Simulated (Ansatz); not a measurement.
# C8H18O: one species, many methods

The task here is to estimate one member of a computed series from the others.

Computed with Ansatz 0.2.0, Gaussian basis. Level: functionals in def2-TZVPP, the program's frozen cores in correlated methods.

Plan: LDA (SPW92), PBE-D4, revPBE-D4, BLYP-D4, r2SCAN-D4, B97M-V, PBE0-D4, B3LYP-D4, r2SCANh-D4, r2SCAN0-D4, HSE06-D4, BHLYP-D4, CAM-B3LYP-D4, LC-ωPBE, ωB97X-V, ωB97M-V, B2PLYP, PBE-QIDH; CCSD(T)/def2-SVP; CCSD(T)/def2-TZVPP; MP2/def2-QZVPP; extrapolation to the limit; RPA on PBE.

## Structure used throughout

The geometry comes from an earlier relaxation with PBE0-D4 in a triple-zeta def2 set; it is a stationary point, not always the lowest conformer.

27 atoms, charge 0, spin multiplicity 1.

Atoms are counted from 1 here; the program's logs count them from 0.

Bond lengths: C1–C2 1.520 Å, C1–H10 1.092 Å, C1–H11 1.092 Å, C1–H12 1.094 Å, C2–C3 1.524 Å, C2–H13 1.097 Å, C2–H14 1.095 Å, C3–C4 1.520 Å, C3–H15 1.095 Å, C3–H16 1.098 Å, C4–C5 1.525 Å, C4–H17 1.093 Å, C4–H18 1.097 Å, C5–C6 1.531 Å, C5–C8 1.524 Å, C5–H19 1.102 Å, C6–C7 1.521 Å, C6–H20 1.094 Å and more. Angles: C2–C1–H10 112.0°, C2–C1–H11 111.2°, C2–C1–H12 110.9°, H10–C1–H11 107.4°, H10–C1–H12 107.6°, H11–C1–H12 107.6°, C1–C2–C3 114.2°, C1–C2–H13 109.5°, C1–C2–H14 109.0°, C3–C2–H13 109.1°, C3–C2–H14 108.8°, H13–C2–H14 106.0°, C2–C3–C4 113.9°, C2–C3–H15 108.6°, C2–C3–H16 109.1°, C4–C3–H15 109.7°, C4–C3–H16 109.3°, H15–C3–H16 106.0° and more.

The first run:

The input, in.yaml:

```yaml
crystal:
  periodic: [false, false, false]
  atoms:
    - {symbol: C, position_ang: [-2.275049, -1.168751, -2.276075]}
    - {symbol: C, position_ang: [-0.761001, -1.053687, -2.351728]}
    - {symbol: C, position_ang: [-0.065955, -1.067927, -0.995380]}
    - {symbol: C, position_ang: [-0.379948, 0.141099, -0.129379]}
    - {symbol: C, position_ang: [0.256307, 0.108970, 1.256647]}
    - {symbol: C, position_ang: [1.785813, 0.047120, 1.243482]}
    - {symbol: C, position_ang: [2.476778, 1.181795, 0.501847]}
    - {symbol: C, position_ang: [-0.234568, 1.276403, 2.104477]}
    - {symbol: O, position_ang: [-1.632387, 1.274260, 2.309660]}
    - {symbol: H, position_ang: [-2.723728, -0.320496, -1.754610]}
    - {symbol: H, position_ang: [-2.718019, -1.209815, -3.273856]}
    - {symbol: H, position_ang: [-2.571560, -2.078055, -1.744410]}
    - {symbol: H, position_ang: [-0.489359, -0.133995, -2.883649]}
    - {symbol: H, position_ang: [-0.370054, -1.878579, -2.956638]}
    - {symbol: H, position_ang: [1.014977, -1.133745, -1.158215]}
    - {symbol: H, position_ang: [-0.347248, -1.982629, -0.456554]}
    - {symbol: H, position_ang: [-1.460426, 0.235214, 0.005192]}
    - {symbol: H, position_ang: [-0.065185, 1.053167, -0.651955]}
    - {symbol: H, position_ang: [-0.088790, -0.809200, 1.758368]}
    - {symbol: H, position_ang: [2.098911, -0.906680, 0.808909]}
    - {symbol: H, position_ang: [2.137988, 0.028308, 2.281278]}
    - {symbol: H, position_ang: [3.562113, 1.074458, 0.561389]}
    - {symbol: H, position_ang: [2.208681, 1.195977, -0.557170]}
    - {symbol: H, position_ang: [2.223399, 2.159219, 0.919207]}
    - {symbol: H, position_ang: [0.299624, 1.281103, 3.065952]}
    - {symbol: H, position_ang: [-0.016711, 2.225640, 1.607890]}
    - {symbol: H, position_ang: [-1.864613, 0.460828, 2.765331]}
basis:
  gaussian: {orbitals: def2-TZVPP}
hamiltonian: {xc: lda}
output: {orbitals: {seedname: orbitals}}
```

Run with:

```bash
> ansatz run in.yaml --threads 4 --pin off --events-out ev --progress --plain --max-ram 66560MiB --backend cuda --devices 0, --max-vram 37GiB
```

Among the steps run: LDA; PBE-D4 (GGA); revPBE-D4 (GGA); BLYP-D4 (GGA); r2SCAN-D4 (meta-GGA); B97M-V (meta-GGA); PBE0-D4 (hybrid); B3LYP-D4 (hybrid); r2SCANh-D4 (hybrid); r2SCAN0-D4 (hybrid); HSE06-D4 (hybrid); BHLYP-D4 (hybrid); CAM-B3LYP-D4 (range-separated); LC-ωPBE (range-separated); ωB97X-V (range-separated); ωB97M-V (range-separated); B2PLYP (double hybrid); PBE-QIDH (double hybrid).

One table of the session follows, with a row left open; its other results are not shown here.

It belongs to the step «Orbital energies across the functionals». 

| functional | HOMO (eV) | LUMO (eV) | gap (eV) |
| --- | --- | --- | --- |
| LDA (SPW92) | -6.23 | -0.04 | 6.19 |
| PBE-D4 | -6.07 | 0.14 | 6.20 |
| revPBE-D4 | -6.00 | 0.22 | 6.22 |
| BLYP-D4 | -5.99 | 0.12 | 6.11 |
| r2SCAN-D4 | -6.39 | 0.84 | 7.23 |
| B97M-V | ? | ? | ? |
| PBE0-D4 | -7.66 | 0.97 | 8.63 |
| B3LYP-D4 | -7.43 | 0.62 | 8.05 |
| r2SCANh-D4 | -6.99 | 1.08 | 8.07 |
| r2SCAN0-D4 | -7.88 | 1.42 | 9.30 |
| HSE06-D4 | -7.25 | 0.60 | 7.85 |
| BHLYP-D4 | -9.18 | 1.57 | 10.75 |
| CAM-B3LYP-D4 | -9.14 | 1.72 | 10.85 |
| LC-ωPBE | -10.45 | 3.03 | 13.47 |
| ωB97X-V | -10.14 | 2.81 | 12.94 |
| ωB97M-V | -10.07 | 2.37 | 12.44 |

Estimate the missing values for B97M-V.

The run gave: HOMO (eV): -6.57; LUMO (eV): 0.32; gap (eV): 6.89. In the column «HOMO (eV)» it lies between r2SCANh-D4 (-6.99) and r2SCAN-D4 (-6.39).
